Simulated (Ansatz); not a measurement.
# FGeHO: small, medium and large basis sets

The task here is to estimate one member of a computed series from the others.

The runs use Ansatz 0.2.0, Gaussian basis; one geometry, several basis sets.

The runs, in order: PBE0-D4/def2-SVP; ωB97M-V/def2-SVP; PBE0-D4/def2-QZVPP; ωB97M-V/def2-QZVPP; the functionals' def2-TZVPP values are taken from earlier runs.

## Structure used throughout

All runs share one geometry, relaxed beforehand with PBE0-D4 in a triple-zeta def2 set.

4 atoms, charge 0, spin multiplicity 1.

Atoms are counted from 1 here; the program's logs count them from 0.

Bond lengths: O1–Ge2 1.771 Å, O1–H4 0.964 Å, Ge2–F3 1.767 Å. Angles: Ge2–O1–H4 113.8°, O1–Ge2–F3 97.0°.

Set-up of the first run:

in.yaml

```yaml
crystal:
  periodic: [false, false, false]
  atoms:
    - {symbol: O, position_ang: [-0.819676, 0.539180, -0.381116]}
    - {symbol: Ge, position_ang: [-0.389933, -0.693001, 0.815842]}
    - {symbol: F, position_ang: [1.336913, -0.758833, 0.447758]}
    - {symbol: H, position_ang: [-0.071803, 0.852355, -0.902683]}
basis:
  gaussian: {orbitals: def2-SVP}
hamiltonian: {xc: pbe0, dispersion: d4}
output: {orbitals: {seedname: orbitals}}
```

Command:

```bash
$ ansatz run in.yaml --threads 2 --pin off --events-out ev --progress --plain --max-ram 32768MiB --backend cpu
```

Steps of the session up to this table: PBE0-D4 in def2-SVP; ωB97M-V in def2-SVP; PBE0-D4 in def2-QZVPP; ωB97M-V in def2-QZVPP.

One table of the session follows, with a row left open; its other results are not shown here.

| functional | basis | HOMO (eV) | LUMO (eV) |
| --- | --- | --- | --- |
| PBE0-D4 | def2-SVP | ? | ? |
| PBE0-D4 | def2-TZVPP | -8.36 | -2.04 |
| PBE0-D4 | def2-QZVPP | -8.43 | -2.12 |
| ωB97M-V | def2-SVP | -10.45 | 0.18 |
| ωB97M-V | def2-TZVPP | -10.61 | -0.03 |
| ωB97M-V | def2-QZVPP | -10.69 | -0.21 |

Estimate the missing values for PBE0-D4, def2-SVP.

**Answer.** HOMO (eV): -8.22; LUMO (eV): -1.88. In the column «HOMO (eV)» it is the highest.
